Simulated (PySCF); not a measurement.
# GeS: changing the method

What do other methods print for GeS?

Method: each script names its method and basis; program: PySCF 2.14.0.

1 further run of the same task is left out (it didn't finish).

### 1 Where the work starts

GeS: 2 atoms, charge 0, spin multiplicity 1.

Bond lengths: Ge1–S2 2.145 Å.

### 2 The base run

The input, input.py:

```python
from pyscf import gto, dft

mol = gto.M(
    atom='Ge 0 0 0; S 0 0 2.145',
    basis='6-31g*',
    charge=0,
    spin=0,
    verbose=3,
)
mf = dft.RKS(mol, xc='b3lyp5')
mf.kernel()
g = mf.nuc_grad_method()
g.grid_response = True
g.kernel()
mf.dip_moment()
print('orbital energies (hartree):', mf.mo_energy[..., max(0, mol.nelec[1]-3):mol.nelec[0]+3].round(4))
```

The run is started by

```console
$ OMP_NUM_THREADS=1 python input.py
```

Its log is not repeated here.

In short: E(SCF) = -2474.795406 Eh, μ = 2.61 D, gradient on the second atom 0.0426 Eh/bohr.

The bond length is a typed value, not an optimised one.

### 3 MP2 (RHF)

Edit 1 changes step after the SCF: gradient → mp2; SCF type: RKS → RHF; functional: b3lyp5 → none (Hartree–Fock).

The input, input.py:

```python
from pyscf import gto, scf, mp

mol = gto.M(
    atom='Ge 0 0 0; S 0 0 2.145',
    basis='6-31g*',
    charge=0,
    spin=0,
    verbose=3,
)
mf = scf.RHF(mol)
mf.kernel()
mp.MP2(mf).kernel()
mf.dip_moment()
print('orbital energies (hartree):', mf.mo_energy[..., max(0, mol.nelec[1]-3):mol.nelec[0]+3].round(4))
```

The run is started by

```console
$ OMP_NUM_THREADS=1 python input.py
```

Standard output:

```text
converged SCF energy = -2472.61403789144
E(RMP2) = -2473.01721177643  E_corr = -0.403173884987394
E(SCS-RMP2) = -2472.99055705246  E_corr = -0.376519161012915
Dipole moment(X, Y, Z, Debye): -0.00000, -0.00000, -3.69299
orbital energies (hartree): [-0.3812 -0.3592 -0.3592  0.0034  0.0034  0.1206]
```

Wall time 1.2 s (1 thread of Arm Neoverse V1, shared host).

Outcome: E(SCF) = -2472.614038 Eh, E(MP2) − E(SCF) = -0.40317 Eh, μ = 3.69 D (of the SCF density).

### 4 Population analysis

Edit 2 changes step after the SCF: gradient → analyze.

input.py: that of step 2 with these lines changed.

```diff
@@ -11,6 +11,3 @@
 mf.kernel()
-g = mf.nuc_grad_method()
-g.grid_response = True
-g.kernel()
-mf.dip_moment()
+mf.analyze()
 print('orbital energies (hartree):', mf.mo_energy[..., max(0, mol.nelec[1]-3):mol.nelec[0]+3].round(4))
```

The run is started by

```console
$ OMP_NUM_THREADS=1 python input.py
```

Standard output:

```text
converged SCF energy = -2474.79540595699
**** MO energy ****
MO #1   energy= -398.772453713898  occ= 2
MO #2   energy= -88.8512870393104  occ= 2
MO #3   energy= -49.8485162832556  occ= 2
MO #4   energy= -44.3728394430515  occ= 2
MO #5   energy= -44.3728394430513  occ= 2
MO #6   energy= -44.3705406436232  occ= 2
MO #7   energy= -7.92641495327834  occ= 2
MO #8   energy= -6.27539036006086  occ= 2
MO #9   energy= -5.88666036247592  occ= 2
MO #10  energy= -5.88585043894188  occ= 2
MO #11  energy= -5.88585043894187  occ= 2
MO #12  energy= -4.44725541248767  occ= 2
MO #13  energy= -4.44725541248763  occ= 2
MO #14  energy= -4.4401844586977   occ= 2
MO #15  energy= -1.25006580654236  occ= 2
MO #16  energy= -1.2500656347347   occ= 2
MO #17  energy= -1.24464406991731  occ= 2
MO #18  energy= -1.24454015548916  occ= 2
MO #19  energy= -1.24454015548916  occ= 2
MO #20  energy= -0.683386940774035 occ= 2
MO #21  energy= -0.463636024796414 occ= 2
MO #22  energy= -0.281142382630875 occ= 2
MO #23  energy= -0.26695786029817  occ= 2
MO #24  energy= -0.266957860298167 occ= 2
MO #25  energy= -0.102173800084044 occ= 0
MO #26  energy= -0.102173800084039 occ= 0
MO #27  energy= 0.0167411030675875 occ= 0
MO #28  energy= 0.102597578494021  occ= 0
MO #29  energy= 0.176639120136561  occ= 0
MO #30  energy= 0.176639120136598  occ= 0
MO #31  energy= 0.185358657350992  occ= 0
MO #32  energy= 0.330319060309443  occ= 0
MO #33  energy= 0.400601748404435  occ= 0
MO #34  energy= 0.400601748404451  occ= 0
MO #35  energy= 0.430530380487187  occ= 0
MO #36  energy= 0.430530380487206  occ= 0
MO #37  energy= 0.43222166846897   occ= 0
MO #38  energy= 0.432221726152855  occ= 0
MO #39  energy= 0.479134934036805  occ= 0
MO #40  energy= 0.654888469317093  occ= 0
MO #41  energy= 0.801133748487798  occ= 0
MO #42  energy= 0.801134186548912  occ= 0
MO #43  energy= 0.904829980925687  occ= 0
MO #44  energy= 0.904829980925697  occ= 0
MO #45  energy= 1.14495701233146   occ= 0
MO #46  energy= 3.24256865001725   occ= 0
MO #47  energy= 3.24256888739065   occ= 0
MO #48  energy= 3.29554086716848   occ= 0
MO #49  energy= 3.29554086716852   occ= 0
MO #50  energy= 3.39960412841037   occ= 0
 ** Mulliken atomic charges  **
charge of    0Ge =      0.28483
charge of    1S =     -0.28483
Dipole moment(X, Y, Z, Debye): -0.00000, -0.00000, -2.61340
orbital energies (hartree): [-0.2811 -0.267  -0.267  -0.1022 -0.1022  0.0167]
```

It took 2.6 s on 1 thread of Arm Neoverse V1, shared host.

This run: E(SCF) = -2474.795406 Eh (no change), μ = 2.61 D.

### 5 SCF alone

Edit 3 changes step after the SCF: gradient → none.

input.py: that of step 2 with these lines changed.

```diff
@@ -11,5 +11,2 @@
 mf.kernel()
-g = mf.nuc_grad_method()
-g.grid_response = True
-g.kernel()
 mf.dip_moment()
```

The run is started by

```console
$ OMP_NUM_THREADS=1 python input.py
```

Standard output:

```text
converged SCF energy = -2474.79540595699
Dipole moment(X, Y, Z, Debye): -0.00000, -0.00000, -2.61340
orbital energies (hartree): [-0.2811 -0.267  -0.267  -0.1022 -0.1022  0.0167]
```

Run time: 2.4 s. Hardware: 1 thread of Arm Neoverse V1, shared host.

Outcome: E(SCF) = -2474.795406 Eh (no change), μ = 2.61 D.

### 6 B3lyp

Edit 4 changes functional: b3lyp5 → b3lyp.

input.py: that of step 2 with these lines changed.

```diff
@@ -9,3 +9,3 @@
 )
-mf = dft.RKS(mol, xc='b3lyp5')
+mf = dft.RKS(mol, xc='b3lyp')
 mf.kernel()
```

The run is started by

```console
$ OMP_NUM_THREADS=1 python input.py
```

Standard output:

```text
converged SCF energy = -2474.98422254596
--------------- RKS gradients ---------------
         x                y                z
0 Ge     0.0000000000     0.0000000000    -0.0428236193
1 S    -0.0000000000    -0.0000000000     0.0428236193
----------------------------------------------
Dipole moment(X, Y, Z, Debye): -0.00000,  0.00000, -2.61922
orbital energies (hartree): [-0.2845 -0.2702 -0.2702 -0.1054 -0.1054  0.0137]
```

Run time: 5.4 s. Hardware: 1 thread of Arm Neoverse V1, shared host.

Result: E(SCF) = -2474.984223 Eh, μ = 2.62 D, gradient on the second atom 0.0428 Eh/bohr.

### 7 All runs together

```tsv
run	E(SCF) (hartree)	from base (eV)	gap (eV)	SCF dipole (D)	after the SCF
base	-2474.795406	0	4.48	2.61	n/a
MP2 (RHF)	-2472.614038	not comparable	9.87	3.69	MP2 correlation -10.971 eV
population analysis	-2474.795406	0.0000	4.48	2.61	n/a
SCF alone	-2474.795406	0.0000	4.48	2.61	n/a
b3lyp	-2474.984223	not comparable	4.48	2.62	n/a
```

Wall time on 1 thread of Arm Neoverse V1, shared host, start-up included: base 5.4 s; MP2 (RHF) 1.2 s; population analysis 2.6 s; SCF alone 2.4 s; b3lyp 5.4 s.

**Reading.** Total energies of different functionals can't be compared with each other; differences within one functional can.
